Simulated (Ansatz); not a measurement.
Sr2Ir, space group Fm-3m: an equation of state with a fit, run with Ansatz 0.2.0, Python API.

The script, `sr2ir_eos.py`:
```python
import warnings

import ansatz
import numpy as np

vectors0 = np.array([
    [0.0, 3.61223, 3.61223],
    [3.61223, 0.0, 3.61223],
    [3.61223, 3.61223, 0.0],
])
sites = [
    ('Sr', (0.75, 0.75, 0.75)),
    ('Sr', (0.25, 0.25, 0.25)),
    ('Ir', (0.0, 0.0, 0.0)),
]


def make_crystal(cell):
    crystal = ansatz.Crystal(lattice=ansatz.Lattice.of(cell))
    for symbol, position in sites:
        crystal = crystal.atom(symbol, position)
    return crystal

warnings.simplefilter('ignore', ansatz.DeckWarning)

volumes, energies = [], []
for scale in np.linspace(0.92, 1.08, 7):
    cell = vectors0 * scale ** (1 / 3)
    job = (
        make_crystal(cell).calculation()
        .functional('pbesol')
        .occupations('Fermi-Dirac', width=0.1)
        .scf(tolerance=1e-07)
        .basis(500)
        .kpoints(6, 6, 6)
    )
    summary = job.run(threads=1, pin='off').report
    volumes.append(abs(np.linalg.det(cell)) / len(sites))
    energies.append(summary['free_energy_ev'] / len(sites))
    print(f'V = {volumes[-1]:8.4f} A^3/atom  F = {energies[-1]:.5f} eV/atom')

x = np.array(volumes) ** (-2 / 3)
poly = np.polynomial.Polynomial.fit(x, energies, 3).convert()
roots = poly.deriv().roots()
x0 = min((r.real for r in roots if abs(r.imag) < 1e-9 and poly.deriv(2)(r.real) > 0), key=lambda r: abs(r - x.mean()))
v0 = x0 ** -1.5
b0 = 4 / 9 * poly.deriv(2)(x0) * v0 ** (-7 / 3) * 160.21766
b1 = 4 + 2 / 3 * x0 * poly.deriv(3)(x0) / poly.deriv(2)(x0)
print(f'V0 = {v0:.4f} A^3/atom, B0 = {b0:.1f} GPa, dB/dP = {b1:.2f}')
```

Where does the minimum lie against the volume typed, and how stiff is the crystal?

A third-order Birch-Murnaghan fit through the 7 points has its minimum at 30.19 Å³ an atom, 3.9 % below the typed cell, with a bulk modulus of 42 GPa and dB/dP = 4.0. From that minimum the energy rises by 7.7 meV an atom on the compressed side and 50.3 meV on the expanded side.

The output:

Output of `python sr2ir_eos.py`:
```text
V =  28.9083 A^3/atom  F = -6261.17931 eV/atom
V =  29.7462 A^3/atom  F = -6261.18616 eV/atom
V =  30.5842 A^3/atom  F = -6261.18640 eV/atom
V =  31.4221 A^3/atom  F = -6261.18088 eV/atom
V =  32.2600 A^3/atom  F = -6261.17034 eV/atom
V =  33.0979 A^3/atom  F = -6261.15544 eV/atom
V =  33.9358 A^3/atom  F = -6261.13674 eV/atom
V0 = 30.1926 A^3/atom, B0 = 42.3 GPa, dB/dP = 4.01
```

Absolute energies stand on the zero of these potentials, so only differences at equal settings mean something. The mesh is modest for a metal, so energies can be off by several to tens of meV an atom and pressures by half a GPa or more; differences at equal mesh fare better. Spin-orbit coupling, which matters for elements this heavy, is left out. This cell is a computed structure, which may not be the phase found in nature. Timing: 7.3 s on 1 thread of Intel(R) Xeon(R) 6975P-C (Granite Rapids), with other jobs on the host, peak memory 0.46 GiB.

(Lines on the test bed's own set-up are left out of the output.)
